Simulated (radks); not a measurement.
# Hf²⁺ inside a hard spherical wall

Aim: energy, levels and pressure of Hf²⁺ as a wall, at which all orbitals vanish, closes in. The configuration stays [Xe] 4f14 5d2.

Program: radks (a radial shooting solver on a logarithmic mesh, Libxc functionals) version 1. Level of theory: scalar-relativistic Kohn-Sham, LDA (Slater exchange, VWN5 correlation), spin-polarised, spherical densities, finite nucleus; open shells are filled with parallel spins first. These are calculated values, not measurements, unless marked.

### Step 1. The atom as given

| Item | Value |
| --- | --- |
| element | hafnium (Z = 72) |
| charge | +2 |
| electrons | 70 |
| configuration | [Xe] 4f14 5d2 |
| nuclear rms radius | 5.347 fm |

The outer shells:

Hf²⁺
```
[Xe] core
4f [↑↓][↑↓][↑↓][↑↓][↑↓][↑↓][↑↓]
5d [↑ ][↑ ][  ][  ][  ]
```

### Step 2. The free atom

The run's settings:

```text
Z 72
configuration [Xe] 4f14 5d2 6s0 6p0 5f0
relativity scalar-relativistic
functional lda,vwn5
spin polarised
nucleus finite rms 5.347 fm
c 137.035999084
```

### Step 3. Wall at 20 bohr

Changes since step 2:

```diff
@@ -6,2 +6,3 @@
 nucleus finite rms 5.347 fm
+wall 20 bohr
 c 137.035999084
```

### Step 4. Wall at 15 bohr

Changes since step 3:

```diff
@@ -6,3 +6,3 @@
 nucleus finite rms 5.347 fm
-wall 20 bohr
+wall 15 bohr
 c 137.035999084
```

### Step 5. Wall at 12 bohr

Changes since step 4:

```diff
@@ -6,3 +6,3 @@
 nucleus finite rms 5.347 fm
-wall 15 bohr
+wall 12 bohr
 c 137.035999084
```

### Step 6. Wall at 8 bohr

Changes since step 5:

```diff
@@ -6,3 +6,3 @@
 nucleus finite rms 5.347 fm
-wall 12 bohr
+wall 8 bohr
 c 137.035999084
```

### Step 7. Wall at 7 bohr

Changes since step 6:

```diff
@@ -6,3 +6,3 @@
 nucleus finite rms 5.347 fm
-wall 8 bohr
+wall 7 bohr
 c 137.035999084
```

### Step 8. Wall at 6 bohr

Changes since step 7:

```diff
@@ -6,3 +6,3 @@
 nucleus finite rms 5.347 fm
-wall 7 bohr
+wall 6 bohr
 c 137.035999084
```

### Step 9. Wall at 3 bohr

Changes since step 8:

```diff
@@ -6,3 +6,3 @@
 nucleus finite rms 5.347 fm
-wall 6 bohr
+wall 3 bohr
 c 137.035999084
```

### Step 10. Wall at 2 bohr

Changes since step 9:

```diff
@@ -6,3 +6,3 @@
 nucleus finite rms 5.347 fm
-wall 3 bohr
+wall 2 bohr
 c 137.035999084
```

Q: Predict the outcome of this session. Wanted: for each run, R; E − E(free); ε(6s, empty); ε(5d); ε(6p, empty); ε(5f, empty); pressure.

The runs gave:

```csv
R (bohr),E − E(free) (eV),"ε(6s, empty) (eV)",ε(5d) (eV),"ε(6p, empty) (eV)","ε(5f, empty) (eV)",pressure (GPa)
free,0.000,-18.261,-17.564,-12.439,-4.356,0
20,-0.000,-18.261,-17.564,-12.439,-4.356,< 0.0001
15,-0.000,-18.261,-17.564,-12.439,-4.338,< 0.0001
12,0.000,-18.261,-17.564,-12.438,-4.239,< 0.0001
8,0.003,-18.250,-17.557,-12.361,-3.206,0.00632
7,0.016,-18.198,-17.529,-12.155,-2.305,0.0494
6,0.091,-17.950,-17.405,-11.463,-0.598,0.372
3,16.985,6.508,-7.530,24.575,30.168,344
2,195.89,118.79,37.789,156.87,105.17,11764
```

Eigenvalues are for spin up. At the tightest wall, 2 bohr, the energy stands 195.89 eV above the free atom and the pressure, −dE/dV, is 11764 GPa. Of the levels in the table that exist at both ends, 6p (empty) rises most from the free atom (169.31 eV). From R = 2 bohr inwards the highest occupied level lies above zero, pushed up by confinement. Shells are not refilled when levels cross, and a hard wall is a model, not a crystal.
